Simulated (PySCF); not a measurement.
# C3H8BFSi: the cost of one run

Programs: PySCF 2.14.0, with density-fitted response routines of our own. Each step states its level of theory. These are calculated values for one molecule in the gas phase, unless marked as measured. Atoms count from 0, in the outputs and in this text.

### 1 Starting geometry

14 atoms, charge 0, multiplicity 1; geometry from: PBE0-D3(BJ)/def2-SVP.

Bonds of the start (Å): B0–Si1 2.01, Si1–C2 1.92, C2–C3 1.53, C3–F4 1.38, C3–C5 1.53, C5–Si1 1.92, B0–H6 1.21, B0–H7 1.21, Si1–H8 1.50, C2–H9 1.10, C2–H10 1.10, C3–H11 1.11, C5–H12 1.10, C5–H13 1.10.

### 2 Shielding tensors: PBE0/pcSseg-1

What the job is given:

```
{"job": {"kind": "nmr", "xc": "PBE0", "basis": "pcSseg-1", "pop": false}, "charge": 0, "multiplicity": 1}
B      2.438558     0.259360     0.607071
Si     0.547250     0.776108     0.175352
C     -0.294244    -0.115218    -1.298887
C     -1.507746    -0.290270    -0.382655
F     -2.246202    -1.424206    -0.628195
C     -0.847242    -0.253056     0.997549
H      3.310149     1.046089     0.889466
H      2.723908    -0.916668     0.585923
H      0.246500     2.241358     0.191411
H      0.196122    -1.092189    -1.441385
H     -0.468250     0.352340    -2.276950
H     -2.189895     0.572177    -0.494947
H     -0.449833    -1.253204     1.236513
H     -1.457703     0.107673     1.835531
```

Level: GIAO PBE0/pcSseg-1 NMR shielding, non-relativistic, gas phase.

Run with:

```bash
> OMP_NUM_THREADS=1 python probes_run.py task.json out
```

This one command runs all jobs of the session in turn.

Q: Estimate the wall time and peak memory of this first job on 1 thread of Intel Xeon Platinum 8488C, shared host.

About 13 s, with a peak of 0.86 GiB.
